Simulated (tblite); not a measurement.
# C4H11BrGeO2: the cost of one run

Programs: tblite 0.8.0 and PySCF 2.14.0, with density-fitted response routines of our own. Each step states its level of theory. These are calculated values for one molecule in the gas phase, unless marked as measured. Atoms count from 0, in the outputs and in this text.

## (1) Starting geometry

19 atoms, charge 0, multiplicity 1; geometry from: force field or distance geometry start.

Bonds of the start (Å): C0–O1 1.42, O1–C2 1.41, C2–Ge3 1.95, Ge3–C4 1.95, Ge3–Br5 2.34, Ge3–O6 1.80, O6–C7 1.41, C0–H8 1.11, C0–H9 1.12, C0–H10 1.11, C2–H11 1.12, C2–H12 1.11, C4–H13 1.12, C4–H14 1.11, C4–H15 1.11, C7–H16 1.11, C7–H17 1.11, C7–H18 1.11.

## (2) Optimising the geometry with GFN2-xTB

Job settings and geometry (Å):

```
{"job": {"kind": "relax", "xc": "GFN2-xTB", "basis": "xTB"}, "charge": 0, "multiplicity": 1}
C      2.500700     1.364200     0.029000
O      1.401100     0.573800    -0.392100
C      0.650500     0.204800     0.748800
Ge    -0.867000    -0.867500     0.151200
C     -0.182000    -2.567700    -0.502900
Br    -2.269600    -1.309500     1.969000
O     -1.780200    -0.056100    -1.167700
C     -2.192000     1.204600    -0.699700
H      3.094800     1.636000    -0.862900
H      2.137300     2.311600     0.504700
H      3.157600     0.809300     0.723000
H      0.234100     1.103200     1.266100
H      1.235400    -0.401900     1.466300
H      0.498300    -2.376300    -1.372500
H     -1.030600    -3.195000    -0.835700
H      0.378900    -3.079800     0.307400
H     -1.327000     1.867700    -0.510600
H     -2.837900     1.107600     0.202500
H     -2.812000     1.680400    -1.489400
```

Started as:

```
OMP_NUM_THREADS=1 python probes_run.py task.json out
```

This one command runs all jobs of the session in turn.

**Question.** How long does this first job take on 1 thread of Intel Xeon at 2.50GHz, shared host, and how much memory does it need?

About 2.8 s, with a peak of 0.18 GiB.
